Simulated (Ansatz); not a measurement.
This geometry of a periodic cell of 13 atoms, Sr4LiCl8 (host SrCl2, host structure Fm-3m, interstitial Li), cell charge +1 is a first-order saddle point.

Method: Ansatz 0.2.0, DFT PBE, scalar-relativistic, plane waves, PAW. Settings: cutoff 420 eV, k mesh 2x2x2, fermi-dirac smearing 0.02 eV, no spin polarisation.

```xyz
13
Lattice="6.9650 0.0000 0.0000 0.0000 6.9650 0.0000 0.0000 0.0000 6.9650" Properties=species:S:1:pos:R:3
Sr -0.034 -0.035 -0.094
Cl 1.783 1.633 1.644
Cl 5.193 5.183 5.193
Sr 3.448 3.450 -0.094
Cl 5.114 5.268 1.641
Cl 1.703 1.708 5.196
Sr 3.448 -0.035 3.656
Cl 5.191 1.708 5.197
Cl 1.786 5.270 1.639
Sr -0.035 3.446 3.414
Cl 1.702 5.183 5.191
Cl 5.112 1.631 1.644
Li 3.451 6.936 0.623
```

**Question.** Which two structures does it join? (They come from a converged band through this point; their orientation in space is the band's.)

**Answer.** The atom that moves furthest is Cl2, by 0.80 Å; four of its nearest neighbours are Li13 2.52, Sr1 2.89, Sr7 2.89, Sr4 2.89 Å at the first end and Sr10 2.80, Sr1 3.10, Sr4 3.10, Sr7 3.10 Å at the last.

Initial state:

```xyz
13
Lattice="6.9650 0.0000 0.0000 0.0000 6.9650 0.0000 0.0000 0.0000 6.9650" Properties=species:S:1:pos:R:3
Sr -0.004 -0.069 0.005
Cl 2.022 1.388 1.461
Cl 5.349 5.029 5.100
Sr 3.478 3.414 0.005
Cl 4.927 5.448 1.453
Cl 1.612 1.801 5.106
Sr 3.478 -0.069 3.488
Cl 4.931 1.384 5.517
Cl 1.609 5.031 1.875
Sr -0.003 3.410 3.486
Cl 2.030 5.449 5.522
Cl 5.342 1.801 1.871
Li 3.478 6.895 0.006
```

Final state:

```xyz
13
Lattice="6.9650 0.0000 0.0000 0.0000 6.9650 0.0000 0.0000 0.0000 6.9650" Properties=species:S:1:pos:R:3
Sr -0.067 0.000 -0.001
Cl 1.540 1.876 1.875
Cl 4.885 5.498 5.497
Sr 3.418 3.484 -0.001
Cl 5.288 5.094 1.856
Cl 1.970 1.448 5.520
Sr 3.418 0.000 3.483
Cl 5.288 1.857 5.093
Cl 1.970 5.520 1.448
Sr -0.072 3.492 3.491
Cl 1.561 5.096 5.095
Cl 4.861 1.447 1.446
Li 3.414 6.967 0.001
```

**Question.** How far does it lie above each of them?

**Answer.** 0.175 eV above the first and 0.175 eV above the second. This is the barrier of this one path; another mechanism may lie lower. Limits of this set-up: a small cell, in which the defect meets its images, a typed lattice constant that wasn't relaxed here, charged cell in a uniform background, uncorrected.

Time of the run: 5.5 min on 2 threads of AMD EPYC 9R14 (Zen 4), with other jobs on the host, peak memory 1.2 GiB.
